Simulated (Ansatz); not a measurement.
# Cu6GeSb: the cost of one run

Program: Ansatz 0.2.0. Level of theory: DFT PBE, scalar-relativistic, plane waves, PAW. These are calculated values, not measurements.

2 further runs of the same task are left out: 1 that didn't finish, 1 set aside as unsound or not needed.

**1. Starting point**

It takes space group P-6m2 (No. 187, hexagonal). The conventional cell has a = 4.288 Å, b = 4.288 Å, c = 7.592 Å, α = 90.00°, β = 90.00°, γ = 120.00°. Around Cu (site symmetry -6m2) lie 3 Ge at 2.48 Å and 6 Cu at 2.75 Å. Cu (site symmetry -6m2) is surrounded by 3 Sb at 2.48 Å and 6 Cu at 2.82 Å. Cu (site symmetry 3m) has 1 Ge at 2.45 Å and 7 Cu at 2.70 to 2.82 Å and 3 Sb at 2.82 Å as nearest neighbours. Cu (site symmetry 3m) has 7 Cu at 2.40 to 2.77 Å and 1 Sb at 2.60 Å and 3 Ge at 2.75 Å as nearest neighbours. Around Ge (site symmetry -6m2) lie 11 Cu at 2.45 to 2.75 Å. Sb (site symmetry -6m2) is surrounded by 11 Cu at 2.48 to 2.82 Å.

Coordinates:

```xyz
16
Lattice="-4.2878 0.0000 0.0000 -2.1439 -3.7133 0.0000 0.0000 0.0000 15.1841" Properties=species:S:1:pos:R:3 pbc="T T T"
Cu   -2.1439   -3.7133    0.0000
Cu   -2.1439   -3.7133    7.5921
Cu    0.0000    0.0000    3.7960
Cu    0.0000    0.0000   11.3881
Cu   -2.1439   -1.2378    5.1458
Cu   -2.1439   -1.2378   12.7379
Cu   -4.2878   -2.4756    6.3915
Cu   -4.2878   -2.4756   13.9835
Cu   -4.2878   -2.4756    1.2006
Cu   -4.2878   -2.4756    8.7927
Cu   -2.1439   -1.2378    2.4463
Cu   -2.1439   -1.2378   10.0383
Ge   -2.1439   -1.2378    0.0000
Ge   -2.1439   -1.2378    7.5921
Sb   -4.2878   -2.4756    3.7960
Sb   -4.2878   -2.4756   11.3881
```

It goes back to an entry of the Materials Project, which need not be the stable form.

It is built from the cell relaxed beforehand with the same method (15.11 Å³/atom).

**2. The reference: the undisturbed cell on the scan's mesh**

input.yaml

```yaml
crystal:
  lattice:
    - [-4.2877939487, 0.0, 0.0]
    - [-2.1438969743, -3.7133384858, 0.0]
    - [0.0, 0.0, 15.1841275918]
  atoms:
    - { symbol: Cu, position: [0.0, 1.0, 0.0] }
    - { symbol: Cu, position: [0.0, 1.0, 0.5] }
    - { symbol: Cu, position: [0.0, 0.0, 0.25] }
    - { symbol: Cu, position: [0.0, 0.0, 0.75] }
    - { symbol: Cu, position: [0.3333333333, 0.3333333333, 0.338893292] }
    - { symbol: Cu, position: [0.3333333333, 0.3333333333, 0.838893292] }
    - { symbol: Cu, position: [0.6666666667, 0.6666666667, 0.4209298267] }
    - { symbol: Cu, position: [0.6666666667, 0.6666666667, 0.9209298267] }
    - { symbol: Cu, position: [0.6666666667, 0.6666666667, 0.0790701733] }
    - { symbol: Cu, position: [0.6666666667, 0.6666666667, 0.5790701733] }
    - { symbol: Cu, position: [0.3333333333, 0.3333333333, 0.161106708] }
    - { symbol: Cu, position: [0.3333333333, 0.3333333333, 0.661106708] }
    - { symbol: Ge, position: [0.3333333333, 0.3333333333, 0.0] }
    - { symbol: Ge, position: [0.3333333333, 0.3333333333, 0.5] }
    - { symbol: Sb, position: [0.6666666667, 0.6666666667, 0.25] }
    - { symbol: Sb, position: [0.6666666667, 0.6666666667, 0.75] }
basis:
  ecutwfc: 420
kpoints:
  mp_grid: { grid: [10, 10, 3] }
hamiltonian:
  xc: pbe
scf:
  occupations: { method: gaussian, width: 0.15 }
output:
  forces: true
  stress: true
  eigenvalues: true
```

The run is started by

```console
$ ansatz run input.yaml --threads 2 --pin off --max-ram 5120MiB --backend cpu --events-out ev --progress --plain --runs-dir out
```

**Question.** How long does this run take on 2 threads of Arm Neoverse N1, shared host, and how much memory does it need?

About 2.5 min, with a peak of 1.3 GiB.
